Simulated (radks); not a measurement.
**Ionisation of Te³⁰⁺: one atom, several choices of relativity**

One table from this session's results is given with a row withheld; the runs are named, their logs left out.

Method: Kohn-Sham, PBE, spin-unpolarised, spherical densities. Code: radks (a radial shooting solver on a logarithmic mesh, Libxc functionals) version 1.

## Starting point

```
element       : tellurium (Z = 52)
charge        : +30
electrons     : 22
configuration : [Ar] 3d4
ion           : Te³¹⁺, [Ar] 3d3
choices       : non-relativistic; scalar-relativistic; Dirac, 2j+1 shares; Dirac, low j first; scalar-relativistic, finite nucleus; Dirac, 2j+1 shares, finite nucleus; Dirac, c × 3; Dirac, c × 100; Dirac, c × 1.5
```

The first run:

The run's settings:

```text
Z 52
configuration [Ar] 3d4 4s0 4p0
relativity non-relativistic
functional pbe,pbe
spin unpolarised
nucleus point
```

Among the steps run: non-relativistic: Te³⁰⁺.

One table of the session follows, with a row left open; its other results are not shown here.

It belongs to the step «non-relativistic: Te³⁰⁺». Radial moments (bohr):

```
level      <r>  outermost maximum (interpolated)  90 % within  nodes
   1s  0.02924                            0.0194       0.0520      0
   2s   0.1252                             0.107        0.192      1
   2p   0.1066                            0.0835        0.172      0
   3s        ?                                 ?            ?      ?
   3p   0.3022                             0.279        0.448      1
   3d   0.2671                             0.222        0.411      0
   4s   0.6130                             0.610        0.862      3
   4p   0.6099                             0.606        0.866      2
```

Estimate the missing values for 3s.

As computed: <r>: 0.3147; outermost maximum (interpolated): 0.294; 90 % within: 0.457; nodes: 2. In the column «<r>» it lies between 3p (0.3022) and 4p (0.6099).

To keep in mind: Spin polarisation and multiplet splitting of open shells are left out at every level.
